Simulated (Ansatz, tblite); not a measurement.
# SiMe3(NHMe) (C₄H₁₃NSi): charged states by level of theory

One table from this session's results is given with a row withheld; the runs are named, their logs left out.

Program: Ansatz 0.2.0, Gaussian basis. Level of theory: as each input shows. These are calculated values, not measurements.

The runs, in order: charge +1 doublet, at the geometry of the singlet (PBE0-D4/def2-TZVP, PBE-D4/def2-TZVP, LC-ωPBE/def2-TZVP, CCSD(T)/def2-SVP); charge -1 doublet, at the geometry of the singlet (PBE0-D4/def2-TZVPD, PBE-D4/def2-TZVPD, LC-ωPBE/def2-TZVPD); the starting singlet's energies come from earlier runs.

2 further runs of the same task are left out: 2 set aside as unsound or not needed.

### The structure

The singlet was relaxed beforehand with PBE-D4/def2-SVP.

19 atoms, charge 0, spin multiplicity 1.

Atoms are counted from 1 here; the program's logs count them from 0.

Bond lengths: Si1–C2 1.891 Å, Si1–C6 1.899 Å, Si1–C10 1.889 Å, Si1–N14 1.758 Å, C2–H3 1.109 Å, C2–H4 1.110 Å, C2–H5 1.110 Å, C6–H7 1.110 Å, C6–H8 1.110 Å, C6–H9 1.110 Å, C10–H11 1.110 Å, C10–H12 1.109 Å, C10–H13 1.109 Å, N14–C15 1.451 Å, N14–H16 1.024 Å, C15–H17 1.119 Å, C15–H18 1.110 Å, C15–H19 1.113 Å. Angles: C2–Si1–C6 108.3°, C2–Si1–C10 111.0°, C2–Si1–N14 108.6°, C6–Si1–C10 109.5°, C6–Si1–N14 113.4°, C10–Si1–N14 106.1°, Si1–C2–H3 110.9°, Si1–C2–H4 110.7°, Si1–C2–H5 111.8°, H3–C2–H4 108.3°, H3–C2–H5 107.8°, H4–C2–H5 107.2°, Si1–C6–H7 111.6°, Si1–C6–H8 111.2°, Si1–C6–H9 111.1°, H7–C6–H8 107.8°, H7–C6–H9 107.4°, H8–C6–H9 107.5° and more.

Set-up of the first run:

The input, in.yaml:

```yaml
crystal:
  periodic: [false, false, false]
  atoms:
    - {symbol: Si, position_ang: [-0.002331, 0.414122, -0.006063]}
    - {symbol: C, position_ang: [0.078565, 0.408318, 1.883306]}
    - {symbol: H, position_ang: [-0.939305, 0.401505, 2.323160]}
    - {symbol: H, position_ang: [0.612684, 1.306831, 2.256024]}
    - {symbol: H, position_ang: [0.621558, -0.479088, 2.269628]}
    - {symbol: C, position_ang: [1.772778, 0.453216, -0.680122]}
    - {symbol: H, position_ang: [2.330472, 1.339420, -0.310340]}
    - {symbol: H, position_ang: [1.780294, 0.486234, -1.789504]}
    - {symbol: H, position_ang: [2.338577, -0.449680, -0.368284]}
    - {symbol: C, position_ang: [-0.949936, 1.921193, -0.638226]}
    - {symbol: H, position_ang: [-0.998028, 1.935062, -1.747201]}
    - {symbol: H, position_ang: [-0.453179, 2.860062, -0.317986]}
    - {symbol: H, position_ang: [-1.988406, 1.933257, -0.249384]}
    - {symbol: N, position_ang: [-0.916470, -0.992216, -0.531369]}
    - {symbol: C, position_ang: [-0.543909, -2.364854, -0.245662]}
    - {symbol: H, position_ang: [-1.414944, -0.890362, -1.419529]}
    - {symbol: H, position_ang: [0.227165, -2.796808, -0.932182]}
    - {symbol: H, position_ang: [-0.130807, -2.442055, 0.782229]}
    - {symbol: H, position_ang: [-1.424789, -3.044178, -0.278505]}
basis:
  gaussian: {orbitals: def2-TZVP}
total_charge: 1
magnetization: {spin_polarized: true, initial_magnetization: 1}
hamiltonian: {xc: pbe0, dispersion: d4}
scf: {omitted_lower_state_checks: [starts]}
output: {orbitals: {seedname: orbitals}}
```

Run with:

```
$ ansatz run in.yaml --threads 4 --pin off --events-out ev --progress --plain --max-ram 4787MiB
```

Steps of the session up to this table: Charge +1 doublet at the fixed geometry, PBE0-D4/def2-TZVP; Charge +1 doublet at the fixed geometry, PBE-D4/def2-TZVP; Charge +1 doublet at the fixed geometry, LC-ωPBE/def2-TZVP; Charge +1 doublet at the fixed geometry, CCSD(T)/def2-SVP.

One table of the session follows, with a row left open; its other results are not shown here.

```
           method  vertical ionisation energy (eV)
      HF/def2-SVP                             7.35
 PBE-D4/def2-TZVP                             8.11
PBE0-D4/def2-TZVP                             8.31
LC-ωPBE/def2-TZVP                                ?
     MP2/def2-SVP                             8.47
    CCSD/def2-SVP                             8.24
 CCSD(T)/def2-SVP                             8.24
```

**Question.** Estimate the row for LC-ωPBE/def2-TZVP.

**Answer.** vertical ionisation energy (eV): 8.57. In the column «vertical ionisation energy (eV)» it is the highest.

Limits of these values: The yardstick is in a double-zeta basis, so levels in larger sets aren't compared like for like.
